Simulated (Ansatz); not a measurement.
# C2H7FSSi: the cost of one run

The runs use Ansatz 0.2.0, Gaussian basis; the settings change from run to run.

**1. The molecule**

An earlier PBE0-D4 in a triple-zeta def2 set relaxation fixed the geometry.

12 atoms, charge 0, spin multiplicity 1.

Atoms are counted from 1 here; the program's logs count them from 0.

Bond lengths: C1–Si2 1.854 Å, C1–H6 1.093 Å, C1–H7 1.092 Å, C1–H8 1.094 Å, Si2–C3 1.854 Å, Si2–F4 1.603 Å, Si2–S5 2.143 Å, C3–H9 1.093 Å, C3–H10 1.092 Å, C3–H11 1.094 Å, S5–H12 1.344 Å. Angles: Si2–C1–H6 110.8°, Si2–C1–H7 110.6°, Si2–C1–H8 110.6°, H6–C1–H7 108.1°, H6–C1–H8 108.0°, H7–C1–H8 108.6°, C1–Si2–C3 112.6°, C1–Si2–F4 108.4°, C1–Si2–S5 111.8°, C3–Si2–F4 108.4°, C3–Si2–S5 111.9°, F4–Si2–S5 103.2°, Si2–C3–H9 110.8°, Si2–C3–H10 110.6°, Si2–C3–H11 110.6°, H9–C3–H10 108.1°, H9–C3–H11 108.0°, H10–C3–H11 108.6° and more.

**2. r2SCAN/def2-mTZVP**

This run has high accuracy.

Contents of in.yaml:

```yaml
crystal:
  periodic: [false, false, false]
  atoms:
    - {symbol: C, position_ang: [-1.601684, -0.061862, 0.258432]}
    - {symbol: Si, position_ang: [0.037492, 0.150462, -0.580927]}
    - {symbol: C, position_ang: [1.374165, -0.869231, 0.200101]}
    - {symbol: F, position_ang: [-0.114533, -0.300468, -2.111899]}
    - {symbol: S, position_ang: [0.594048, 2.214173, -0.732429]}
    - {symbol: H, position_ang: [-1.555846, 0.289341, 1.292652]}
    - {symbol: H, position_ang: [-2.375540, 0.508666, -0.258646]}
    - {symbol: H, position_ang: [-1.894416, -1.115438, 0.271641]}
    - {symbol: H, position_ang: [1.549988, -0.553071, 1.231690]}
    - {symbol: H, position_ang: [2.310713, -0.762816, -0.350617]}
    - {symbol: H, position_ang: [1.094766, -1.926423, 0.213193]}
    - {symbol: H, position_ang: [0.657745, 2.371667, 0.600910]}
basis:
  gaussian: {orbitals: def2-mTZVP}
hamiltonian: {xc: {name: r2SCAN}}
accuracy: high
```

Command:

```console
ansatz run in.yaml --threads 4 --pin off --events-out ev --progress --plain --max-ram 10444MiB
```

**Question.** How long does this run take on 4 threads of Arm Neoverse V1, shared host, and how much memory does it need?

About 7 s, with a peak of 0.45 GiB.
